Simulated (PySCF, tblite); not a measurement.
# C30H18O4S2Si: electronic excitations, NMR shifts

Wanted: electronic excitations, NMR shifts for C30H18O4S2Si (`C[Si]1(C)c2cc(C=C3C(=O)c4cscc4C3=O)ccc2-c2ccc(C=C3C(=O)c4cscc4C3=O)cc21`).

Programs: tblite 0.8.0 and PySCF 2.14.0, with routines of our own; each step states its level. All values are computed. Atoms count from 0.

## Step 1: The system as given

55 atoms, charge 0, multiplicity 1; geometry from: force field, distance geometry or constructed start.

## Step 2: Relaxing the molecule with GFN2-xTB

Job settings and geometry (Å):

```
{"job": {"kind": "relax", "xc": "GFN2-xTB", "basis": "xTB"}, "charge": 0, "multiplicity": 1}
C      0.981800    -1.435200     1.913400
Si    -0.192900    -0.336000     0.989900
C     -1.697400     0.135900     1.939200
C     -0.582000    -0.973200    -0.744600
C     -1.268700    -2.149800    -1.060600
C     -1.445500    -2.485500    -2.412600
C     -2.179900    -3.682300    -2.821900
C     -1.923800    -4.947700    -2.452800
C     -2.784200    -6.070500    -2.994300
O     -3.744500    -6.001700    -3.742300
C     -2.197300    -7.238300    -2.403400
C     -2.460600    -8.580200    -2.451200
S     -1.328100    -9.440800    -1.469600
C     -0.499300    -7.998700    -1.006100
C     -1.093100    -6.903900    -1.584200
C     -0.843800    -5.489500    -1.547100
O      0.027700    -4.905400    -0.937200
C     -0.957300    -1.625000    -3.407500
C     -0.275000    -0.441200    -3.073300
C     -0.073700    -0.109100    -1.735600
C      0.615900     1.080300    -1.213000
C      1.202200     2.101700    -1.955700
C      1.827200     3.174300    -1.290000
C      1.858700     3.231500     0.105000
C      2.559800     4.363700     0.738400
C      2.060400     5.198000     1.664700
C      2.929400     6.323900     2.187100
O      4.076200     6.599900     1.900400
C      2.054400     6.985200     3.114100
C      2.173100     8.068100     3.946300
S      0.700100     8.320700     4.803400
C     -0.076000     6.971900     4.051100
C      0.785100     6.365300     3.174800
C      0.697700     5.227600     2.298800
O     -0.256900     4.497000     2.130200
C      1.298100     2.204200     0.856600
C      0.672600     1.142100     0.195500
H      0.495600    -2.370800     2.198300
H      1.334000    -0.955800     2.831000
H      1.849100    -1.679000     1.310600
H     -1.444200     0.676500     2.858000
H     -2.350600     0.780000     1.349100
H     -2.278200    -0.742600     2.223300
H     -1.648500    -2.793500    -0.278900
H     -3.002400    -3.483600    -3.508500
H     -3.237800    -9.097700    -2.997300
H      0.354600    -8.035000    -0.339800
H     -1.100200    -1.859100    -4.455900
H      0.094000     0.195600    -3.873100
H      1.188700     2.088400    -3.038600
H      2.273900     3.951200    -1.892600
H      3.581500     4.515300     0.371100
H      3.022500     8.719000     4.093100
H     -1.099500     6.705700     4.287600
H      1.332900     2.223000     1.947100
```

Started as:

```sh
$ OMP_NUM_THREADS=4 python large_run.py task.json out
```

The driver reads the jobs from task.json and runs them one after another.

What it wrote:

```text
step      E/eV     max force
  0   -2661.05151    1.782
  1   -2661.26188    1.085
  2   -2661.33053    0.681
  3   -2661.38035    0.403
  4   -2661.41851    0.308
  5   -2661.43508    0.195
  6   -2661.45021    0.208
  7   -2661.46010    0.185
  8   -2661.46814    0.146
  9   -2661.47463    0.152
 10   -2661.48059    0.184
 11   -2661.48539    0.129
 12   -2661.48923    0.107
 13   -2661.49287    0.106
 14   -2661.49757    0.104
 15   -2661.50231    0.131
 16   -2661.50646    0.134
 17   -2661.51034    0.139
 18   -2661.51475    0.107
 19   -2661.52013    0.131
 20   -2661.52411    0.117
 21   -2661.52697    0.084
 22   -2661.52817    0.083
 23   -2661.53038    0.109
 24   -2661.53090    0.094
 25   -2661.53158    0.099
 26   -2661.53283    0.069
 27   -2661.53343    0.048
 28   -2661.53430    0.063
 29   -2661.53491    0.087
 30   -2661.53548    0.082
 31   -2661.53601    0.073
 32   -2661.53668    0.058
 33   -2661.53756    0.073
 34   -2661.53831    0.055
 35   -2661.53905    0.048
 36   -2661.53978    0.065
 37   -2661.54060    0.057
 38   -2661.54141    0.072
 39   -2661.54219    0.076
 40   -2661.54299    0.058
 41   -2661.54399    0.066
 42   -2661.54509    0.058
 43   -2661.54602    0.053
 44   -2661.54664    0.043
 45   -2661.54705    0.053
 46   -2661.54748    0.036
 47   -2661.54811    0.050
 48   -2661.54888    0.048
 49   -2661.54949    0.044
 50   -2661.55002    0.036
 51   -2661.55047    0.046
 52   -2661.55093    0.044
 53   -2661.55139    0.033
 54   -2661.55181    0.032
 55   -2661.55215    0.029
 56   -2661.55244    0.034
 57   -2661.55271    0.033
 58   -2661.55303    0.027
 59   -2661.55346    0.035
 60   -2661.55403    0.035
 61   -2661.55467    0.041
 62   -2661.55529    0.038
 63   -2661.55588    0.041
 64   -2661.55661    0.049
 65   -2661.55762    0.054
 66   -2661.55888    0.069
 67   -2661.56004    0.054
 68   -2661.56090    0.048
 69   -2661.56155    0.042
 70   -2661.56217    0.039
 71   -2661.56278    0.039
 72   -2661.56332    0.038
 73   -2661.56378    0.033
 74   -2661.56423    0.039
 75   -2661.56474    0.040
 76   -2661.56537    0.045
 77   -2661.56618    0.048
 78   -2661.56701    0.046
 79   -2661.56772    0.036
 80   -2661.56827    0.035
 81   -2661.56869    0.036
 82   -2661.56905    0.032
 83   -2661.56940    0.033
 84   -2661.56974    0.030
 85   -2661.57011    0.030
 86   -2661.57055    0.031
 87   -2661.57105    0.037
 88   -2661.57144    0.036
 89   -2661.57174    0.030
 90   -2661.57207    0.031
 91   -2661.57253    0.034
 92   -2661.57305    0.044
 93   -2661.57349    0.030
 94   -2661.57378    0.029
 95   -2661.57400    0.023
 96   -2661.57424    0.032
 97   -2661.57449    0.026
 98   -2661.57471    0.022
 99   -2661.57492    0.025
100   -2661.57516    0.027
101   -2661.57545    0.033
102   -2661.57581    0.035
103   -2661.57629    0.050
104   -2661.57689    0.039
105   -2661.57754    0.038
106   -2661.57815    0.038
107   -2661.57872    0.042
108   -2661.57929    0.047
109   -2661.57990    0.062
110   -2661.58051    0.042
111   -2661.58127    0.037
112   -2661.58186    0.042
113   -2661.58254    0.042
114   -2661.58310    0.036
115   -2661.58362    0.033
116   -2661.58420    0.044
117   -2661.58488    0.046
118   -2661.58571    0.054
119   -2661.58654    0.062
120   -2661.58757    0.046
121   -2661.58839    0.053
122   -2661.58946    0.059
123   -2661.59058    0.058
124   -2661.59162    0.055
125   -2661.59237    0.074
126   -2661.59291    0.065
127   -2661.59370    0.044
128   -2661.59449    0.062
129   -2661.59529    0.042
130   -2661.59587    0.036
131   -2661.59627    0.035
132   -2661.59662    0.025
133   -2661.59697    0.030
134   -2661.59731    0.029
135   -2661.59767    0.031
136   -2661.59808    0.031
137   -2661.59857    0.039
138   -2661.59907    0.047
139   -2661.59951    0.030
140   -2661.59982    0.034
141   -2661.60010    0.027
142   -2661.60039    0.030
143   -2661.60078    0.037
144   -2661.60121    0.037
145   -2661.60163    0.031
146   -2661.60196    0.030
147   -2661.60221    0.025
148   -2661.60242    0.028
149   -2661.60267    0.022
150   -2661.60295    0.025
151   -2661.60319    0.029
152   -2661.60343    0.028
153   -2661.60369    0.027
154   -2661.60399    0.029
155   -2661.60434    0.029
156   -2661.60466    0.028
157   -2661.60495    0.024
158   -2661.60519    0.024
159   -2661.60544    0.031
160   -2661.60569    0.026
161   -2661.60597    0.030
162   -2661.60619    0.024
163   -2661.60646    0.028
164   -2661.60668    0.031
165   -2661.60691    0.031
166   -2661.60719    0.029
167   -2661.60754    0.030
168   -2661.60799    0.037
169   -2661.60847    0.041
170   -2661.60889    0.037
171   -2661.60962    0.045
172   -2661.61037    0.060
173   -2661.61114    0.065
174   -2661.61197    0.081
175   -2661.61283    0.047
176   -2661.61388    0.050
177   -2661.61439    0.042
178   -2661.61507    0.107
179   -2661.61581    0.052
180   -2661.61668    0.032
181   -2661.61732    0.033
182   -2661.61771    0.033
183   -2661.61823    0.033
184   -2661.61870    0.031
185   -2661.61926    0.033
186   -2661.61989    0.047
187   -2661.62056    0.056
188   -2661.62127    0.060
189   -2661.62208    0.043
190   -2661.62297    0.052
191   -2661.62397    0.042
192   -2661.62487    0.059
193   -2661.62593    0.061
194   -2661.62730    0.065
195   -2661.62961    0.083
196   -2661.63175    0.088
197   -2661.63415    0.099
198   -2661.63438    0.211
199   -2661.63740    0.112
200   -2661.63867    0.075
201   -2661.64055    0.055
202   -2661.64194    0.080
203   -2661.64288    0.076
204   -2661.64376    0.047
205   -2661.64435    0.043
206   -2661.64475    0.049
207   -2661.64501    0.025
208   -2661.64517    0.025
209   -2661.64535    0.021
210   -2661.64550    0.018
```

Wall time 18 s (4 threads of Arm Neoverse N1, shared host); peak memory 0.19 GiB.

Step by step:

| step | energy from step 0 (eV) | largest force (eV/Å) |
| --- | --- | --- |
| 0 | 0.0000 | 1.7812 |
| 1 | -0.2104 | 1.0846 |
| 2 | -0.2790 | 0.6806 |
| 3 | -0.3288 | 0.4031 |
| 4 | -0.3670 | 0.3073 |
| 5 | -0.3836 | 0.1949 |
| 6 | -0.3987 | 0.2085 |
| 7 | -0.4086 | 0.1852 |
| 8 | -0.4166 | 0.1460 |
| 26 | -0.4813 | 0.0687 |
| 44 | -0.4951 | 0.0428 |
| 62 | -0.5038 | 0.0382 |
| 80 | -0.5168 | 0.0351 |
| 98 | -0.5232 | 0.0219 |
| 116 | -0.5327 | 0.0434 |
| 134 | -0.5458 | 0.0282 |
| 152 | -0.5519 | 0.0278 |
| 170 | -0.5574 | 0.0368 |
| 188 | -0.5698 | 0.0603 |
| 206 | -0.5932 | 0.0493 |
| 207 | -0.5935 | 0.0245 |
| 208 | -0.5937 | 0.0249 |
| 209 | -0.5938 | 0.0214 |
| 210 | -0.5940 | 0.0184 |

Distances of close pairs at the start and the end, largest changes first:

| bond | before (Å) | after (Å) | change (Å) |
| --- | --- | --- | --- |
| Si1–C2 | 1.840 | 1.900 | +0.059 |
| C0–Si1 | 1.855 | 1.900 | +0.045 |
| C23–C24 | 1.475 | 1.434 | -0.041 |
| C14–C15 | 1.437 | 1.475 | +0.038 |
| C32–C33 | 1.439 | 1.475 | +0.036 |
| C8–C10 | 1.434 | 1.469 | +0.035 |
| C26–C28 | 1.436 | 1.470 | +0.034 |
| C21–C22 | 1.409 | 1.377 | -0.032 |

The end geometry stands in the next job.

## Step 3: Electronic excitations: TDA CAM-B3LYP/def2-SVP

Job settings and geometry (Å):

```
{"job": {"kind": "uv", "basis": "def2-SVP", "grid": 1, "kgrid": 0, "vcut": 1.5, "nstates": 6, "ntriplets": 2, "tda": true, "delta": ["ip_vertical"], "pop": true, "xc": "CAM-B3LYP"}, "charge": 0, "multiplicity": 1}
C      1.151130    -1.136641     1.896642
Si    -0.156466    -0.278760     0.818379
C     -1.826891    -0.071570     1.698868
C     -0.318142    -1.028125    -0.913629
C     -0.754585    -2.281548    -1.273694
C     -0.826824    -2.658082    -2.622978
C     -1.293412    -3.934306    -3.080843
C     -1.571531    -5.111781    -2.462483
C     -2.068575    -6.226158    -3.323111
O     -2.287356    -6.166136    -4.512283
C     -2.224468    -7.380141    -2.427009
C     -2.610033    -8.678158    -2.521689
S     -2.512196    -9.459915    -0.986235
C     -1.946572    -8.025099    -0.212358
C     -1.845789    -7.004609    -1.102789
C     -1.441911    -5.586682    -1.063170
O     -1.079218    -4.979979    -0.077264
C     -0.447046    -1.716718    -3.596428
C      0.007262    -0.465138    -3.245469
C      0.077633    -0.104871    -1.900305
C      0.528450     1.183003    -1.389423
C      0.993700     2.246750    -2.161395
C      1.398733     3.411833    -1.549678
C      1.335663     3.567012    -0.153301
C      1.785369     4.811980     0.398013
C      1.716489     5.373858     1.633363
C      2.346190     6.717518     1.801591
O      2.951499     7.333311     0.953004
C      2.072448     7.112999     3.190445
C      2.327572     8.172298     4.000157
S      1.650365     7.922434     5.567863
C      1.019451     6.378122     5.126838
C      1.323878     6.083206     3.836451
C      1.084010     4.960534     2.910307
O      0.487336     3.938258     3.175660
C      0.869341     2.488057     0.612288
C      0.479139     1.313958     0.011537
H      0.827716    -2.137021     2.165646
H      1.316042    -0.580333     2.813847
H      2.102644    -1.221411     1.379993
H     -1.717845     0.544138     2.585780
H     -2.563774     0.399049     1.054887
H     -2.218763    -1.035501     2.006711
H     -1.047871    -2.979690    -0.509244
H     -1.457765    -3.982505    -4.157237
H     -2.938671    -9.225245    -3.382016
H     -1.726481    -8.035473     0.836511
H     -0.505727    -1.989713    -4.640922
H      0.300191     0.230410    -4.018548
H      1.043545     2.165544    -3.237147
H      1.763989     4.231322    -2.152449
H      2.287755     5.456240    -0.323341
H      2.858971     9.077207     3.784474
H      0.470112     5.801186     5.843858
H      0.817174     2.575763     1.683764
```

With the program's defaults for keys left out, this is: TDA CAM-B3LYP/def2-SVP, vertical, gas phase, core orbitals frozen in the response, virtual orbitals cut by energy.

What it wrote:

```text
start: PBE on a coarse grid of 50053 points
cycle   1  E = -2536.0172186826  dE =  6.550e+00  |g| = 1.787e+00  |ddm| = 1.073e+01
cycle   2  E = -2522.4075026890  dE =  1.361e+01  |g| = 5.912e+00  |ddm| = 1.640e+01
cycle   3  E = -2534.5423030001  dE = -1.213e+01  |g| = 2.528e+00  |ddm| = 1.638e+01
cycle   4  E = -2536.6618194566  dE = -2.120e+00  |g| = 5.272e-01  |ddm| = 3.011e+00
cycle   5  E = -2536.6142189961  dE =  4.760e-02  |g| = 6.389e-01  |ddm| = 1.511e+00
cycle   6  E = -2536.7262828375  dE = -1.121e-01  |g| = 2.207e-01  |ddm| = 1.102e+00
cycle   7  E = -2536.7374843552  dE = -1.120e-02  |g| = 9.520e-02  |ddm| = 4.201e-01
cycle   8  E = -2536.7394294062  dE = -1.945e-03  |g| = 4.990e-02  |ddm| = 1.980e-01
cycle   9  E = -2536.7401769143  dE = -7.475e-04  |g| = 1.847e-02  |ddm| = 9.441e-02
cycle  10  E = -2536.7402674561  dE = -9.054e-05  |g| = 5.360e-03  |ddm| = 2.821e-02
final grid: 218269 points
cycle  11  E = -2538.6700397831  dE = -2.870e-02  |g| = 1.369e-01  |ddm| = 1.074e+00
cycle  12  E = -2538.6657092487  dE =  4.331e-03  |g| = 2.183e-01  |ddm| = 4.516e-01
cycle  13  E = -2538.6748202994  dE = -9.111e-03  |g| = 2.075e-02  |ddm| = 2.703e-01
cycle  14  E = -2538.6749618254  dE = -1.415e-04  |g| = 1.102e-02  |ddm| = 4.341e-02
cycle  15  E = -2538.6749974427  dE = -3.562e-05  |g| = 3.526e-03  |ddm| = 2.024e-02
cycle  16  E = -2538.6750052745  dE = -7.832e-06  |g| = 8.363e-04  |ddm| = 7.615e-03
cycle  17  E = -2538.6750061553  dE = -8.808e-07  |g| = 4.185e-04  |ddm| = 2.829e-03
cycle  18  E = -2538.6750062555  dE = -1.002e-07  |g| = 1.382e-04  |ddm| = 1.024e-03
cycle  19  E = -2538.6750061613  dE =  9.419e-08  |g| = 5.833e-05  |ddm| = 3.415e-04
converged SCF energy = -2538.6750061613
Vertical ionisation energy (delta-SCF) = 7.5171 eV   <S^2> = 0.840

Static polarisability (au): isotropic 484.599, principal 177.770 402.924 873.103

Singlet excitations
state   eV       nm        f      main configurations
  1   3.2643    379.8   2.15315   H->L 0.85
  2   3.4043    364.2   0.00038   H-3->L 0.41, H-2->L+1 0.29
  3   3.4151    363.0   0.12860   H-2->L 0.42, H-3->L+1 0.29
  4   3.7395    331.6   0.00177   H-2->L+3 0.19, H-3->L+2 0.17, H-10->L+1 0.17
  5   3.7479    330.8   0.02055   H-10->L 0.23, H-3->L+3 0.19, H-2->L+2 0.18
  6   4.1634    297.8   0.22225   H->L+1 0.77, H-1->L 0.11

Triplet excitations (Tamm-Dancoff, eV): 2.2148 2.6225
```

It took 10 min on 4 threads of Arm Neoverse N1, shared host; peak memory 3.3 GiB.

Frontier orbitals and where they lie:

| orbital | eV | atoms |
| --- | --- | --- |
| HOMO−4 | -8.74 | C35 12 %, C36 11 %, C4 10 % |
| HOMO−3 | -8.63 | O9 16 %, O16 15 %, O27 15 % |
| HOMO−2 | -8.61 | O34 16 %, O27 15 %, O16 14 % |
| HOMO−1 | -8.49 | C25 12 %, C7 12 %, C35 6 % |
| HOMO | -7.32 | C23 11 %, C5 11 %, C25 9 % |
| LUMO | -2.12 | C6 10 %, C24 10 %, C19 5 % |
| LUMO+1 | -1.47 | C24 12 %, C6 12 %, S12 4 % |
| LUMO+2 | -0.37 | C15 11 %, C8 10 %, C33 8 % |
| LUMO+3 | -0.37 | C26 11 %, C33 10 %, O27 9 % |

With each of the 6 states as a Gaussian band of 0.4 eV half-width at 1/e, the curve within the window shown has maxima at 379 nm (ε 92,000) L/(mol cm). Beyond the last state computed it falls off for lack of states. The curve at chosen wavelengths:

nm, ε (L/mol/cm) and a bar:
```
      278       5180 
      285       7341 #
      293       9243 #
      300      10267 ##
      308      11348 ##
      315      13302 ###
      323      18132 #####
      330      25453 #######
      338      37392 ###########
      345      50066 ################
      353      65155 #####################
      360      76973 #########################
      368      86888 ############################
      375      91364 ##############################
      383      91360 ##############################
      390      87321 #############################
      398      79193 ##########################
      405      70136 #######################
      413      58860 ###################
      420      49076 ###############
      428      38739 ############
      435      30802 #########
      443      23173 ######
      450      17753 ####
      458      12866 ###
      465       9577 ##
```

Ground-state properties from the same run:

| property | computed |
| --- | --- |
| dipole moment (D) | 2.38 |
| polarisability (Å³) | 71.81 |
| HOMO–LUMO gap (eV) | 5.20 |
| −ε(HOMO) (eV) | 7.32 |

[end of part 1 of 2]
